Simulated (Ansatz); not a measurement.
# AlBrHS: the cost of one run

Method: RKS BHLYP-D4/def2-TZVPD; program: Ansatz 0.2.0.

## (1) The system as given

SMILES `[S-][AlH][Br]`, 4 atoms, charge -1, spin multiplicity 1.

Atoms are counted from 1 here; the program's logs count them from 0.

Bond lengths: S1–Al2 2.093 Å, Al2–Br3 2.394 Å, Al2–H4 1.613 Å. Angles: S1–Al2–Br3 125.0°, S1–Al2–H4 131.1°, Br3–Al2–H4 103.9°.

Geometry (Å):

```xyz
4

S    -2.0931    0.1196   -0.6205
Al   -0.0791    0.1815   -0.0539
Br    1.2110   -1.7119    0.6412
H     0.9612    1.4107    0.0332
```

## (3) Plan of the scan

The axes are (1) bond length Al2–Br3: 9 values from 1.936 to 3.542 Å; (2) angle Br3–Al2–S1: 9 values from 79.9 to 169.9 °.

Nothing else is relaxed (all other coordinates rigid). Energies count from the relaxed molecule at the same level.

(The set-up runs are not shown.)

## (4) The run at bond length Al2–Br3 = 2.137 Å, angle Br3–Al2–S1 = 136.2°

input.yaml

```yaml
crystal:
  periodic: [false, false, false]
  atoms:
    - { symbol: S, position_ang: [-2.055833, 0.119243, -0.609737] }
    - { symbol: Al, position_ang: [-0.077053, 0.179867, -0.052986] }
    - { symbol: Br, position_ang: [1.383159, -1.233356, 0.608341] }
    - { symbol: H, position_ang: [0.94079, 1.391019, 0.030673] }
total_charge: -1
basis:
  gaussian: { orbitals: def2-TZVPD }
hamiltonian:
  xc: { name: BHLYP }
  dispersion: d4
output:
  forces: true
```

The run is started by

```bash
ansatz run input.yaml --threads 1 --pin off --max-ram 2560MiB --backend cpu --events-out ev --progress --plain --runs-dir out
```

**Question.** How long does this run take on 1 thread of Intel Xeon Platinum 8488C (Sapphire Rapids), shared host, and how much memory does it need?

About 5.9 s, with a peak of 0.41 GiB.
